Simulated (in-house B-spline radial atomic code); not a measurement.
# Li²⁺: ionisation energy by several methods

Aim: the ionisation energy of Li²⁺ by several methods, each as the difference of two self-consistent energies (Li²⁺ and the next ion, bare nucleus).

Program: in-house B-spline radial atomic code version 1. Level of theory: scalar-relativistic (X2C), several functionals, spin-polarised, exact exchange averaged over the configuration; spherical all-electron atom at the radial basis limit. These are calculated values, not measurements, unless marked.

## 1. What is computed

```
element       : lithium (Z = 3)
charge        : +2
electrons     : 1
configuration : 1s1
nucleus       : Fermi, rms radius 2.444 fm
```

Where spins are not typed, each open shell is filled with up spins first.

## 2. LC-ωPBE, a range-separated hybrid

Settings, as recorded:

```ini
Z = 3
electrons = 1.0
configuration = 1s1
hamiltonian = x2c
method = lc_wpbe
spin_polarised = True
nucleus = fermi
rms_radius = 2.444
mass_number = 7
atomic_mass = 7.01600343426
speed_of_light = 137.035999084
exact_exchange = averaged over the configuration
```

On the command line:

```
$ python run_scf.py task.json out
```

One command runs all members of the session, one after another, from task.json.

## 3. PBE0, a global hybrid

The settings differ from step 2 so:

```diff
@@ -4,3 +4,3 @@
 hamiltonian = x2c
-method = lc_wpbe
+method = pbe0
 spin_polarised = True
```

## 4. B97-1, a global hybrid

The settings differ from step 3 so:

```diff
@@ -4,3 +4,3 @@
 hamiltonian = x2c
-method = pbe0
+method = b97_1
 spin_polarised = True
```

## 5. M06-2X, a global hybrid

The settings differ from step 4 so:

```diff
@@ -4,3 +4,3 @@
 hamiltonian = x2c
-method = b97_1
+method = m062x
 spin_polarised = True
```

## 6. TPSSh, a global hybrid

The settings differ from step 5 so:

```diff
@@ -4,3 +4,3 @@
 hamiltonian = x2c
-method = m062x
+method = tpssh
 spin_polarised = True
```

Before running: The tabulated ionisation energy is 122.454 ± 1.1e-07 eV (tabulated theoretical; NIST Atomic Spectra Database). What does each method give, and which comes nearest?

As calculated:

| method | rung | total energy (hartree) | ΔSCF (eV) | −ε highest (eV) | ΔSCF less tabulated (eV) |
| --- | --- | --- | --- | --- | --- |
| PBE0 | global hybrid | -4.4924 | 122.25 | 108.42 (1s up) | -0.21 |
| B97-1 | global hybrid | -4.5010 | 122.48 | 107.68 (1s up) | +0.02 |
| M06-2X | global hybrid | -4.4956 | 122.33 | 112.41 (1s up) | -0.12 |
| TPSSh | global hybrid | -4.5007 | 122.47 | 106.64 (1s up) | +0.02 |
| LC-ωPBE | range-separated hybrid | -4.4924 | 122.24 | 109.65 (1s up) | -0.21 |

The tabulated ionisation energy is 122.454 ± 1.1e-07 eV (tabulated theoretical; NIST Atomic Spectra Database). TPSSh comes nearest (+0.02 eV) and LC-ωPBE is farthest (-0.21 eV, 0.17 %).
